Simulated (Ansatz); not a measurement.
## Sn3Se under changes of volume

One of the cells (26.656 Å³/atom); the others are scaled copies at fixed shape and fractional positions:

```
Sn Se
1.0
     4.74188    0.00000    0.00000
     0.00000    4.74188    0.00000
     0.00000    0.00000    4.74188
Sn Se
3 1
Direct
  0.50000 0.50000 0.00000
  0.50000 0.00000 0.50000
  0.00000 0.50000 0.50000
  0.00000 0.00000 0.00000
```

The cell comes from a database or a generator and needn't be the stable form of this composition.

| Item | Value |
| --- | --- |
| Program | Ansatz 0.2.0 |
| Functional | r2SCAN |
| Potentials or basis | Ansatz PAW |
| Cutoff | 500 eV (not typed: the program's choice for these potentials) |
| k mesh | 6 × 6 × 6 |
| Occupations | fermi-dirac, width 0.05 eV |
| Spin | no spin polarisation |

| volume (Å³/atom) | energy over the lowest point (meV/atom) | pressure (GPa) |
| --- | --- | --- |
| 25.056 | 10.46 | 2.7 |
| 25.590 | 3.30 | 1.5 |
| 26.123 | 0.00 | 0.4 |
| 26.656 | 0.23 | -0.6 |
| 27.189 | 3.61 | -1.5 |
| 27.722 | ? | ? |
| 28.255 | 18.65 | -3.0 |

Q: What does the run at 27.722 Å³/atom give?

A: Energy over the lowest point 9.85 meV/atom; pressure -2.3 GPa.

Worked out: A Birch-Murnaghan fit of order 3 (a polynomial in V^(-2/3)) to the other rows has its minimum at 26.35 Å³/atom with B0 = V·E''(V) = 50 GPa and B' = 4.0. It gives 9.84 meV/atom at 27.722 Å³/atom, against the run's 9.85, and -dE/dV = -2.3 GPa, against -2.3.

Energies are extrapolated to zero smearing.

Caveats: the PAW data sets come from PBE, with cores solved anew for the run's functional, which leaves a small shift of forces and pressure.
